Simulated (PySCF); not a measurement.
**AsC−: bond curves at several levels of theory**

An exercise on one series of results from a longer session: the logs are not shown, and one member is left open.

Method: As aug-pcseg-1, C aug-pcseg-1, no relativity; program: PySCF 2.14.0.

Set-up of the first run:

Settings of the job:

```yaml
atoms: As, C
charge: -1
basis: As aug-pcseg-1, C aug-pcseg-1
Hamiltonian: no relativity
basis_functions: 59
electrons_treated: 40
masses_in_u: 74.9216, 12.0000
levels: PBE0, PBE, r²SCAN, LDA, MN15, TPSSh, ωB97X, HF, MP2, SCS-MP2, CCSD, CCSD(T)
grid: 80 radial by 434 angular points
occupations: held fixed by the projection of orbital angular momentum
dissociation_limit: As + C−, each in its ground configuration
starting_distance_in_angstrom: 1.985
values_of_2S_to_try: 0, 2, 4
```

Run with:

```sh
$ OMP_NUM_THREADS=1 python dia.py task.json out
```

Steps of the session up to this table: Input; The PBE0 curve of the state that the search chose; Excited determinants; PBE (GGA); r²SCAN (meta-GGA); LDA; MN15 (hybrid meta-GGA); TPSSh (hybrid meta-GGA); ωB97X (range-separated hybrid); RHF; Correlated methods on the Hartree–Fock reference.

One table of the session follows, with a row left open; its other results are not shown here.

It belongs to the step «The curves together». Energy (eV) from each level's lowest point:

```
R (Å)    RHF  RHF-MP2  RHF-SCS-MP2  RHF-CCSD  RHF-CCSD(T)
1.478  1.538    1.862        1.855       n/a          n/a
1.547  0.631    0.888        0.881     0.826        0.906
1.616  0.153    0.322        0.316     0.280        0.331
1.667  0.007    0.097        0.093     0.074        0.100
1.719  0.000    0.000        0.000     0.000        0.000
1.771  0.101    0.002        0.007     0.029        0.000
1.839  0.363    0.120        0.132     0.188        0.117
1.925      ?        ?            ?         ?            ?
2.028  1.517    0.842        0.877     1.034        0.823
2.166  2.520    1.571        1.618       n/a          n/a
```

Q: Estimate the row for R (Å) = 1.925 from the others.

Worked estimate for «RHF». A straight line through the neighbours (1.839, 0.363) and (2.028, 1.517) gives 0.363 + (1.517 − 0.363) × (1.925 − 1.839) / (2.028 − 1.839) = 0.888; a parabola fitted to 4 rows on both sides gives 0.852.

**Answer.** RHF: 0.831; RHF-MP2: 0.395; RHF-SCS-MP2: 0.417; RHF-CCSD: 0.520; RHF-CCSD(T): 0.389. In «RHF» the line misses by +0.057 and the parabola by +0.021.
